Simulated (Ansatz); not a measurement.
# Si₂AsH₇ + NH₃: a complex and its separated parts

The complex below is one end of an elementary step. How strongly is it bound against its free parts?

Computed with Ansatz 0.2.0, Gaussian basis. Level: PBE0-D4/def2-TZVP structures, single points in def2-TZVPP, no counterpoise correction.

Levels: SPW92, PBE-D4, BLYP-D4, r2SCAN-D4, B97M-V, PBE0-D4, B3LYP-D4, r2SCAN0-D4, BHLYP-D4, CAM-B3LYP-D4, wB97X-V, wB97M-V, B2PLYP, PBE-QIDH, RPA on PBE, Hartree-Fock, MP2, CCSD, CCSD(T).

Cores are frozen in the correlated methods. Filled d shells of the heavier atoms are correlated. B3LYP uses VWN-RPA correlation. B2PLYP carries no dispersion term here.

94 further runs of the same task are left out: 94 set aside as unsound or not needed.

## Step 1: The system as given

The complex: 14 atoms, charge 0, spin multiplicity 1.

Atoms are counted from 1 here; the program's logs count them from 0.

Bond lengths: Si1–H3 1.493 Å, Si1–H4 1.487 Å, Si1–Si5 2.336 Å, Si1–As7 2.372 Å, N2–H6 1.013 Å, N2–H8 1.013 Å, N2–H9 1.013 Å, Si5–H10 1.487 Å, Si5–H11 1.486 Å, Si5–H12 1.493 Å, As7–H13 1.523 Å, As7–H14 1.521 Å. Angles: H3–Si1–H4 107.0°, H3–Si1–Si5 110.0°, H3–Si1–As7 104.6°, H4–Si1–Si5 112.5°, H4–Si1–As7 113.2°, Si5–Si1–As7 109.3°, H6–N2–H8 107.3°, H6–N2–H9 107.4°, H8–N2–H9 107.3°, Si1–Si5–H10 112.0°, Si1–Si5–H11 111.4°, Si1–Si5–H12 109.6°, H10–Si5–H11 109.7°, H10–Si5–H12 107.1°, H11–Si5–H12 107.0°, Si1–As7–H13 93.4°, Si1–As7–H14 93.5°, H13–As7–H14 92.4°.

Coordinates:

```
atom    x (Å)    y (Å)    z (Å)
 Si1  -0.3222  -1.3034  -0.4815
  N2   0.8259   1.0952   1.3592
  H3  -1.0311  -2.4641  -1.0974
  H4   0.3118  -1.7947   0.7709
 Si5  -1.8290   0.4391  -0.0948
  H6   1.0985   2.0077   1.0145
 As7   1.2518  -0.6266  -2.1217
  H8   0.4057   1.2304   2.2709
  H9   1.6731   0.5572   1.4951
 H10  -2.1537   0.5832   1.3494
 H11  -1.3121   1.7290  -0.6221
 H12  -3.1108   0.1589  -0.8078
 H13   2.1475  -1.8371  -1.8927
 H14   2.0446   0.2251  -1.1420
```

Its parts: Si₂AsH₇ holds atoms 1, 3, 4, 5, 7, 10, 11, 12, 13, 14; NH₃ holds atoms 2, 6, 8, 9. Each part counts its atoms afresh in its own runs.

## Step 2: Relaxing Si₂AsH₇ alone

Contents of relax-a/in.yaml:

```yaml
crystal:
  periodic: [false, false, false]
  atoms:
    - {symbol: Si, position_ang: [-0.322243, -1.303374, -0.481468]}
    - {symbol: H, position_ang: [-1.031129, -2.464124, -1.097366]}
    - {symbol: H, position_ang: [0.311846, -1.794681, 0.770906]}
    - {symbol: Si, position_ang: [-1.829032, 0.439065, -0.094763]}
    - {symbol: As, position_ang: [1.251782, -0.626569, -2.121747]}
    - {symbol: H, position_ang: [-2.153732, 0.583239, 1.349449]}
    - {symbol: H, position_ang: [-1.312139, 1.729004, -0.622098]}
    - {symbol: H, position_ang: [-3.110783, 0.158865, -0.807786]}
    - {symbol: H, position_ang: [2.147460, -1.837136, -1.892693]}
    - {symbol: H, position_ang: [2.044560, 0.225145, -1.142045]}
basis:
  gaussian: {orbitals: def2-TZVP}
hamiltonian: {xc: pbe0, dispersion: d4}
relax: {f_tol: 0.005, max_steps: 200}
```

Command:

```sh
> ansatz run in.yaml --threads 8 --pin off --events-out ev --progress --plain --max-ram 19148MiB
```

The runs that follow: Relaxing NH₃ alone; SPW92/def2-TZVPP; PBE-D4/def2-TZVPP; BLYP-D4/def2-TZVPP; r2SCAN-D4/def2-TZVPP; B97M-V/def2-TZVPP; PBE0-D4/def2-TZVPP; B3LYP-D4/def2-TZVPP; r2SCAN0-D4/def2-TZVPP; BHLYP-D4/def2-TZVPP; CAM-B3LYP-D4/def2-TZVPP; wB97X-V/def2-TZVPP; wB97M-V/def2-TZVPP; B2PLYP/def2-TZVPP; PBE-QIDH/def2-TZVPP; RPA on PBE/def2-TZVPP; CCSD(T)/def2-TZVPP; Vibrations of Si₂AsH₇; Vibrations of NH₃.

Q: Predict the outcome of this session. Wanted: complex less parts, CCSD(T)/def2-TZVPP; with zero-point energy; largest T1 diagnostic.

The runs gave:

```
                              quantity          value
complex less parts, CCSD(T)/def2-TZVPP  -3.8 kcal/mol
                with zero-point energy  -2.3 kcal/mol
                 largest T1 diagnostic          0.012
```

What this shows: At CCSD(T) the complex lies 3.8 kcal/mol below its parts. PBE-QIDH is the best functional here (+0.3 kcal/mol from CCSD(T)); SPW92 is the worst (-3.2 kcal/mol). Mean unsigned error by rung: LDA 3.2, GGA 0.8, meta-GGA 0.5, hybrid 0.7, range-separated hybrid 0.7, double hybrid 0.9 kcal/mol. PBE-D4 gives a relative energy 0.9 kcal/mol too low, inside chemical accuracy (1 kcal/mol). No counterpoise was applied, and triple zeta lacks some correlation, so the CCSD(T) reference has a basis error of its own, and close matches with it are partly luck.
